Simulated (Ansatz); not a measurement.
**AlAs+ (quartet): wave-function methods side by side, cc-pVTZ**

How much of the correlation energy of AlAs+ (quartet) does each wave-function method recover here?

The runs use Ansatz 0.2.0, Gaussian basis; cc-pVTZ, correlated electrons: outside noble gas.

Plan: UHF; CCSD(T) on ROHF; CCSD(T) on UHF; BCCD(T) on ROHF; CISD; CCSDT(Q) on ROHF; CCSDT(Q) on UHF; CASSCF and MRCISD+Q, 7 electrons in 8 orbitals; CASSCF and NEVPT2, 7 electrons in 8 orbitals.

### Step 1. The system

The geometry is a PBE0/def2-TZVP stationary point (not a proven minimum) of the parent state, kept for this charge and spin. No spin-orbit coupling is included. The filled d shell of As may be among the frozen orbitals whatever the setting's name suggests; the logs give the count.

2 atoms, charge 1, spin multiplicity 4.

Atoms are counted from 1 here; the program's logs count them from 0.

Bond lengths: Al1–As2 2.305 Å.

In the tables R marks a restricted open-shell determinant and U an unrestricted one; 'valence' is the active space of 7 electrons in 8 orbitals; correlation energies count from the lowest restricted Hartree-Fock solution.

### Step 2. UHF

in.yaml reads:

```yaml
crystal:
  periodic: [false, false, false]
  atoms:
    - {symbol: Al, position_ang: [0.000000, 0.000000, 0.000000]}
    - {symbol: As, position_ang: [0.000000, 0.000000, 2.305200]}
basis:
  gaussian: {orbitals: cc-pVTZ}
total_charge: 1
magnetization: {spin_polarized: true, initial_magnetization: 3}
hamiltonian: {xc: hf}
output: {orbitals: {seedname: orbitals}}
```

The run is started by

```
$ ansatz run in.yaml --threads 1 --pin off --events-out ev --progress --plain --max-ram 2393MiB
```

Further steps of the session: CCSD(T) on ROHF; CCSD(T) on UHF; BCCD(T) on ROHF; CISD; CCSDT(Q) on ROHF; CCSDT(Q) on UHF; CASSCF and MRCISD+Q, 7 electrons in 8 orbitals; CASSCF and NEVPT2, 7 electrons in 8 orbitals.

**Question.** What will the summary of the whole plan be? Wanted: correlation energy, UCCSDT(Q); RMP2 from UCCSDT(Q); UMP2 from UCCSDT(Q); RCCSD from UCCSDT(Q); RCCSD(T) from UCCSDT(Q); UCCSD(T) from UCCSDT(Q); RCCSDT(Q) from UCCSDT(Q); NEVPT2 valence from UCCSDT(Q); MRCISD+Q valence from UCCSDT(Q).

The runs gave:

| quantity | value |
| --- | --- |
| correlation energy, UCCSDT(Q) | -4.1269 eV |
| RMP2 from UCCSDT(Q) | +19.65 kcal/mol |
| UMP2 from UCCSDT(Q) | +20.30 kcal/mol |
| RCCSD from UCCSDT(Q) | +5.54 kcal/mol |
| RCCSD(T) from UCCSDT(Q) | +1.23 kcal/mol |
| UCCSD(T) from UCCSDT(Q) | +0.97 kcal/mol |
| RCCSDT(Q) from UCCSDT(Q) | +0.31 kcal/mol |
| NEVPT2 valence from UCCSDT(Q) | +16.03 kcal/mol |
| MRCISD+Q valence from UCCSDT(Q) | +1.17 kcal/mol |
| levels of the table within 1 kcal/mol (43 meV) | UCCSD(T), RCCSDT, UCCSDT, RCCSDT(Q) |
| T1 diagnostic | 0.033 |
| effectively unpaired electrons | 3.02 |

In words: RCCSD(T) lands +1.23 kcal/mol from the yardstick (1.3 % of the correlation energy). One determinant dominates. Of the multireference levels listed MRCISD+Q valence comes nearest in total energy (+1.17 kcal/mol), which doesn't show that its space is the better one. These misses are within one basis, not against nature; the frozen cores of restricted and unrestricted runs differ, which can shift their rows.
